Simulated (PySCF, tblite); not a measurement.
# C₈H₆NO radical: geometry, infrared bands and EPR parameters

Wanted: the infrared bands and EPR parameters of C₈H₆NO radical (`[H]/N=C\c1cccc([C]=O)c1`), by calculation.

Programs: tblite 0.8.0 and PySCF 2.14.0, with density-fitted response routines of our own. Each step states its level of theory. These are calculated values for one molecule in the gas phase, unless marked as measured. Atoms are numbered from 0 throughout.

## (1) The starting structure

16 atoms, charge 0, multiplicity 2; geometry from: force field or distance geometry start.

Bonds of the start (Å): N0–C1 1.28, C1–C2 1.46, C2–C3 1.39, C3–C4 1.38, C4–C5 1.38, C5–C6 1.37, C6–C7 1.46, C7–O8 1.25, C6–C9 1.41, C9–C2 1.37, N0–H10 1.04, C1–H11 1.09, C3–H12 1.08, C4–H13 1.08, C5–H14 1.09, C9–H15 1.09.

## (2) Optimising the geometry with GFN2-xTB

The job: settings as JSON, then the geometry in Å.

```
{"job": {"kind": "relax", "xc": "GFN2-xTB", "basis": "xTB"}, "charge": 0, "multiplicity": 2}
N     -3.158700    -0.564600     0.208000
C     -2.010700    -1.081900    -0.015300
C     -0.769100    -0.305300    -0.017600
C     -0.740500     1.067800     0.181000
C      0.457000     1.744500     0.169400
C      1.640000     1.085900    -0.079300
C      1.599800    -0.271300    -0.289900
C      2.804100    -1.062600    -0.542800
O      3.249300    -1.938700     0.223100
C      0.389400    -0.988800    -0.257600
H     -3.308900     0.454300     0.383500
H     -1.941000    -2.154800    -0.179700
H     -1.641900     1.624500     0.390100
H      0.425200     2.814100     0.332100
H      2.576200     1.649500    -0.093100
H      0.422400    -2.063700    -0.423200
```

The run is started by

```sh
> OMP_NUM_THREADS=1 python probes_run.py task.json out
```

The driver reads the jobs from task.json and runs them one after another.

**Question.** This job is followed by: GFN2-xTB harmonic vibrations, gas phase; UKS B3LYP, pcH-1 on C H N O, non-relativistic, mean-field spin-orbit, GIAO. What will the session give for the following? strongest single infrared mode (GFN2-xTB); zero-point energy (GFN2-xTB); g(iso) (B3LYP); ⟨S²⟩; largest a(iso); potential on the surface of density 0.002 e/bohr³, 1st and 99th percentile.

As calculated:

| quantity | value |
| --- | --- |
| strongest single infrared mode (GFN2-xTB) | 2191 cm⁻¹, 1615 km/mol |
| zero-point energy (GFN2-xTB) | 71.9 kcal/mol |
| g(iso) (B3LYP) | 2.00068 |
| ⟨S²⟩ | 0.780 (exact 0.75) |
| largest a(iso) | 13C on C3, 34.9 MHz |
| potential on the surface of density 0.002 e/bohr³, 1st and 99th percentile | -1.88 V and 1.66 V |

**Reading.** The optimisation took 57 steps and gained 0.915 eV; among the close pairs (by a distance rule), C6–C7 changed most, from 1.463 to 1.335 Å. All 42 modes are real, so the xTB geometry is a minimum. The strongest single mode, at 2191 cm⁻¹, moves mainly C7. GFN2-xTB is a fitted tight-binding method: band positions and strengths are rough. Its intensities can rank the bands wrongly. The largest spin populations lie on C3 (0.41 e), C5 (0.32 e), C7 (0.30 e). The isotropic g lies 1.6 ppt below the free-electron value. These values are for one conformer; the search (at its own cheap level) found 2 more, at 0.16, 0.16 kcal/mol, and measured spectra average over such forms.
